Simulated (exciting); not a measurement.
# PPt (P6_3mc) in exciting: reference runs

How does PPt come out in PBEsol? The cell is run as given.

All numbers are computed with exciting (release sodium); they aren't measurements. Logs are shortened: lines on timing, memory, paths and dates and some standing lists are left out, and cuts for length are marked.

## Step 1: Starting point

Symmetry: P6_3mc, No. 186, hexagonal system. The conventional cell has a = 3.743 Å, b = 3.743 Å, c = 6.354 Å, α = 90.00°, β = 90.00°, γ = 120.00°. Pt (site symmetry 3m) has 4 P at 2.32 to 2.34 Å as nearest neighbours. Around P (site symmetry 3m) lie 4 Pt at 2.32 to 2.34 Å.

The cell comes from a database or a generator and needn't be the stable form of this composition.

## Step 2: Single point, PBEsol

Input file input.xml:

```xml
<input>
  <title>PPt</title>
  <structure speciespath="./" tshift="false">
    <crystal scale="1">
      <basevect>7.073297522606 0.000000000000 0.000000000000</basevect>
      <basevect>-3.536648761398 6.125655343072 0.000000000000</basevect>
      <basevect>0.000000000000 0.000000000000 12.006834136258</basevect>
    </crystal>
    <species speciesfile="Pt.xml" rmt="2.26">
      <atom coord="0.333333333300 0.666666666700 0.371899000000"/>
      <atom coord="0.666666666700 0.333333333300 0.871899000000"/>
    </species>
    <species speciesfile="P.xml" rmt="1.96">
      <atom coord="0.333333333300 0.666666666700 0.003103000000"/>
      <atom coord="0.666666666700 0.333333333300 0.503103000000"/>
    </species>
  </structure>
  <groundstate do="fromscratch" ngridk="8 8 4" rgkmax="7.8" gmaxvr="14" lmaxapw="10" lmaxmat="10" lmaxvr="8" xctype="GGA_PBE_SOL" stype="Fermi Dirac" swidth="0.00183747" nempty="22" ValenceRelativity="iora*" epsengy="1e-05" epspot="1e-05" maxscl="60" tforce="true" outputlevel="normal"/>
</input>
```

Potentials or basis: all-electron LAPW+lo, shipped species files, valence relativity iora*.

On the command line:

```bash
$ OMP_NUM_THREADS=1 exciting_smp
```

INFO.OUT:

```text
================================================================================
EXCITING SODIUM started
[... 10 lines left out ...]

 Lattice vectors (cartesian) :
      7.0732975226      0.0000000000      0.0000000000
     -3.5366487614      6.1256553431      0.0000000000
      0.0000000000      0.0000000000     12.0068341363

 Reciprocal lattice vectors (cartesian) :
      0.8882964822      0.5128582132     -0.0000000000
      0.0000000000      1.0257164263      0.0000000000
      0.0000000000     -0.0000000000      0.5233007499

 Unit cell volume                           :     520.2391065883
 Brillouin zone volume                      :       0.4768003987

 Species :    1 (Pt)
     parameters loaded from                 :    Pt.xml
     name                                   :    platinum
     nuclear charge                         :     -78.00000000
     electronic charge                      :      78.00000000
     atomic mass                            :  355605.43990000
     muffin-tin radius                      :       2.26000000
     # of radial points in muffin-tin       :     450

     atomic positions (lattice) :
       1 :   0.33333333  0.66666667  0.37189900
       2 :   0.66666667  0.33333333  0.87189900

 Species :    2 (P)
     parameters loaded from                 :    P.xml
     name                                   :    phosphorus
     nuclear charge                         :     -15.00000000
     electronic charge                      :      15.00000000
     atomic mass                            :   56461.71408000
     muffin-tin radius                      :       1.96000000
     # of radial points in muffin-tin       :     300

     atomic positions (lattice) :
       1 :   0.33333333  0.66666667  0.00310300
       2 :   0.66666667  0.33333333  0.50310300

 Total number of atoms per unit cell        :       4

 Spin treatment                             :    spin-unpolarised

 Number of Bravais lattice symmetries       :      24
 Number of crystal symmetries               :       6

 k-point grid                               :       8    8    4
 Total number of k-points                   :      60
 k-point set is reduced with crystal symmetries

 R^MT_min * |G+k|_max (rgkmax)              :       7.80000000
 Species with R^MT_min                      :       2 (P)
 Maximum |G+k| for APW functions            :       3.97959184
 Maximum |G| for potential and density      :      14.00000000

 G-vector grid sizes                        :      32    32    54
 Total number of G-vectors                  :   24101

 Maximum angular momentum used for
     APW functions                          :      10
     computing H and O matrix elements      :      10
     potential and density                  :       8
     inner part of muffin-tin               :       2

 Total nuclear charge                       :    -186.00000000
 Total electronic charge                    :     186.00000000
 Total core charge                          :     116.00000000
 Total valence charge                       :      70.00000000

 Number of empty states                     :      22
 Total number of valence states             :      58

 Maximum Hamiltonian size                   :     640
 Maximum number of plane-waves              :     580
 Total number of local-orbitals             :      60

 Exchange-correlation type                  :      22
[... 23 lines left out ...]
+ SCF iteration number :    1                                                  +
++++++++++++++++++++++++++++++++++++++++++++++++++++++++++++++++++++++++++++++++
 Total energy                               :    -37506.01641104
 _______________________________________________________________
 Fermi energy                               :         0.31325246
 Kinetic energy                             :     42931.41208959
 Coulomb energy                             :    -79688.96309588
 Exchange energy                            :      -736.37838664
 Correlation energy                         :       -12.08701812

 DOS at Fermi energy (states/Ha/cell)       :        58.39319264

 Electron charges :
     core                                   :       116.00000000
     core leakage                           :         0.00809656
     valence                                :        70.00000000
     interstitial                           :         9.89581868
     charge in muffin-tin spheres :
                  atom     1    Pt          :        75.17575393
                  atom     2    Pt          :        75.17575393
                  atom     3     P          :        12.87633673
                  atom     4     P          :        12.87633673
     total charge in muffin-tins            :       176.10418132
     total charge                           :       186.00000000
[... 262 lines left out ...]
 Electron charges :
     core                                   :       116.00000000
     core leakage                           :         0.00770213
     valence                                :        70.00000000
     interstitial                           :         9.32115755
     charge in muffin-tin spheres :
                  atom     1    Pt          :        75.70638793
                  atom     2    Pt          :        75.70526543
                  atom     3     P          :        12.63390126
                  atom     4     P          :        12.63328783
     total charge in muffin-tins            :       176.67884245
     total charge                           :       186.00000000

 RMS change in effective potential (target) :  0.204915E-02  ( 0.100000E-04)
 Absolute change in total energy   (target) :   1.46113      ( 0.100000E-04)
 Charge distance                   (target) :  0.290730E-03  ( 0.100000E-04)
 Abs. change in max-nonIBS-force   (target) :  0.569934E-01  ( 0.500000E-04)

++++++++++++++++++++++++++++++++++++++++++++++++++++++++++++++++++++++++++++++++
[... 10 further cycles ...]
+ SCF iteration number :   21                                                  +
++++++++++++++++++++++++++++++++++++++++++++++++++++++++++++++++++++++++++++++++
 Total energy                               :    -37566.24024175
 _______________________________________________________________
 Fermi energy                               :         0.28786032
 Kinetic energy                             :     42888.63262337
 Coulomb energy                             :    -79705.44998013
 Exchange energy                            :      -737.32109995
 Correlation energy                         :       -12.10178505

 DOS at Fermi energy (states/Ha/cell)       :        48.37108008

 Electron charges :
     core                                   :       116.00000000
     core leakage                           :         0.00770112
     valence                                :        70.00000000
     interstitial                           :         9.31957740
     charge in muffin-tin spheres :
                  atom     1    Pt          :        75.70661458
                  atom     2    Pt          :        75.70678866
                  atom     3     P          :        12.63347885
                  atom     4     P          :        12.63354052
     total charge in muffin-tins            :       176.68042260
     total charge                           :       186.00000000
[... 267 lines left out ...]
 Electron charges :
     core                                   :       116.00000000
     core leakage                           :         0.00770112
     valence                                :        70.00000000
     interstitial                           :         9.31957804
     charge in muffin-tin spheres :
                  atom     1    Pt          :        75.70661251
                  atom     2    Pt          :        75.70678953
                  atom     3     P          :        12.63347935
                  atom     4     P          :        12.63354057
     total charge in muffin-tins            :       176.68042196
     total charge                           :       186.00000000

 RMS change in effective potential (target) :  0.135247E-08  ( 0.100000E-04)
 Absolute change in total energy   (target) :  0.824315E-06  ( 0.100000E-04)
 Charge distance                   (target) :  0.266364E-09  ( 0.100000E-04)
 Abs. change in max-nonIBS-force   (target) :  0.536790E-07  ( 0.500000E-04)

++++++++++++++++++++++++++++++++++++++++++++++++++++++++++++++++++++++++++++++++
| Convergency criteria checked for the last 2 iterations                       +
| Convergence targets achieved. Performing final SCF iteration                 +
++++++++++++++++++++++++++++++++++++++++++++++++++++++++++++++++++++++++++++++++
 Total energy                               :    -37566.24023225
 _______________________________________________________________
 Fermi energy                               :         0.28786035
 Kinetic energy                             :     42888.63264593
 Coulomb energy                             :    -79705.44999321
 Exchange energy                            :      -737.32109993
 Correlation energy                         :       -12.10178504

 DOS at Fermi energy (states/Ha/cell)       :        48.37111679

 Electron charges :
     core                                   :       116.00000000
     core leakage                           :         0.00770112
     valence                                :        70.00000000
     interstitial                           :         9.31957804
     charge in muffin-tin spheres :
                  atom     1    Pt          :        75.70661252
                  atom     2    Pt          :        75.70678953
                  atom     3     P          :        12.63347935
                  atom     4     P          :        12.63354057
     total charge in muffin-tins            :       176.68042196
     total charge                           :       186.00000000

++++++++++++++++++++++++++++++++++++++++++++++++++++++++++++++++++++++++++++++++
+ Self-consistent loop stopped                                                 +
++++++++++++++++++++++++++++++++++++++++++++++++++++++++++++++++++++++++++++++++
 STATE.OUT is written

--------------------------------------------------------------------------------
- Writing atomic positions and forces                                          -
--------------------------------------------------------------------------------

 Atomic positions (lattice) :
 atom     1  Pt  :     0.33333333    0.66666667    0.37189900
 atom     2  Pt  :     0.66666667    0.33333333    0.87189900
 atom     3   P  :     0.33333333    0.66666667    0.00310300
 atom     4   P  :     0.66666667    0.33333333    0.50310300

 Total atomic forces including IBS (cartesian) :
 atom     1  Pt  :     0.00000000   -0.00000000   -0.00238229
 atom     2  Pt  :     0.00000000   -0.00000000   -0.00233972
 atom     3   P  :    -0.00000000    0.00000000    0.00236171
 atom     4   P  :     0.00000000   -0.00000000    0.00236030

 Atomic force components including IBS (cartesian) :
 atom     1  Pt  :     0.00000000    0.00000000   -0.02631709   HF force
                 :    -0.00000000    0.00000000   -0.00917652   core correction
                 :     0.00000000   -0.00000000    0.03311132   IBS correction
 atom     2  Pt  :    -0.00000000    0.00000000   -0.02623355   HF force
                 :     0.00000000    0.00000000   -0.00921853   core correction
                 :     0.00000000   -0.00000000    0.03311236   IBS correction
 atom     3   P  :    -0.00000000    0.00000000    0.02631335   HF force
                 :     0.00000000    0.00000000    0.00915634   core correction
                 :     0.00000000    0.00000000   -0.03310797   IBS correction
 atom     4   P  :    -0.00000000    0.00000000    0.02623729   HF force
                 :    -0.00000000    0.00000000    0.00923871   core correction
                 :     0.00000000   -0.00000000   -0.03311571   IBS correction

********************************************************************************
* Groundstate module stopped                                                   *
********************************************************************************

================================================================================
| EXCITING SODIUM stopped                                                      =
================================================================================
```

Run time: 12 min. Hardware: 1 thread of Intel Xeon 6975P-C (Granite Rapids), shared host; peak memory 0.22 GiB.

Results:

```yaml
Free_energy: -1022229.4878 eV
Largest_force: 0.123 eV/Å
Band_gap_on_the_k_mesh: none (metal or under the smearing width)
All_electrons_inside_the_program's_atomic_spheres: Pt 75.71; P 12.63 (radii Pt 2.26, P 1.96 bohr)
```

Forces on the atoms (eV/Å):
```
Pt   0.000  0.000 -0.123
Pt   0.000  0.000 -0.120
P    0.000  0.000  0.121
P    0.000  0.000  0.121
```

Caveat: the log's total energy holds no entropy term; the free energy is that total less TS from the occupations.
